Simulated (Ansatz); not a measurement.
# CH3BrMgO, SMILES C[O][Mg][Br]: energies of removing a hydrogen

Run with the Ansatz DFT code, driven from Python.

The script, `run_bde.py`:
```python
"""Cost of removing each kind of hydrogen from CH3BrMgO, fragments frozen."""

import ansatz
from ase import Atoms


def single_point(molecule, charge=0, unpaired=0):
    calc = molecule.calculation().basis(gaussian="def2-SVP").functional("r2scan0")
    if charge:
        calc = calc.charge(charge)
    if unpaired:
        calc = calc.spin("collinear", total=unpaired)
    return calc.run().report["free_energy_ev"]

def without(molecule, index):
    rest = ansatz.Crystal.molecule()
    for i, site in enumerate(molecule.cartesian_sites):
        if i != index:
            rest = rest.atom(site.symbol, site.position_ang)
    return rest

atoms = Atoms(["C", "O", "Mg", "Br", "H", "H", "H"], positions=[
    (0.7506, 0.8082, 0.1798),
    (0.9621, -0.502, 0.3792),
    (-0.7649, -1.4271, -0.1438),
    (-2.8127, -2.5944, -0.7811),
    (0.4481, 1.0104, -0.9166),
    (-0.1491, 1.1848, 0.8045),
    (1.627, 1.4522, 0.4323),
])
ch3brmgo = ansatz.Crystal.molecule_from_ase(atoms)

whole = single_point(ch3brmgo, 0)
hydrogen = single_point(ansatz.Crystal.molecule().atom("H", (0, 0, 0)), 0, 1)
print(f"E(molecule) = {whole:.5f} eV, E(H) = {hydrogen:.5f} eV")
for index in [6]:
    radical = single_point(without(ch3brmgo, index), 0, 1)
    print(f"H{index}: homolysis {23.060548 * (radical + hydrogen - whole):.1f} kcal/mol")
```

```console
$ python run_bde.py
E(molecule) = -78609.72168 eV, E(H) = -13.58464 eV
H6: homolysis 100.5 kcal/mol
```

Reading the output:
- These settings explore the input space; basis and method may be short of convergence.
- The geometry is a force-field or estimated start, not a minimum of this method, and the basis set is short of its limit. All parts are taken at fixed geometry, without zero-point energy.
- The spin-orbit lowering of heavy atoms is left out.
- It ran for 19 s on 1 thread of Arm Neoverse V2, on a shared host, peak memory 0.37 GiB.
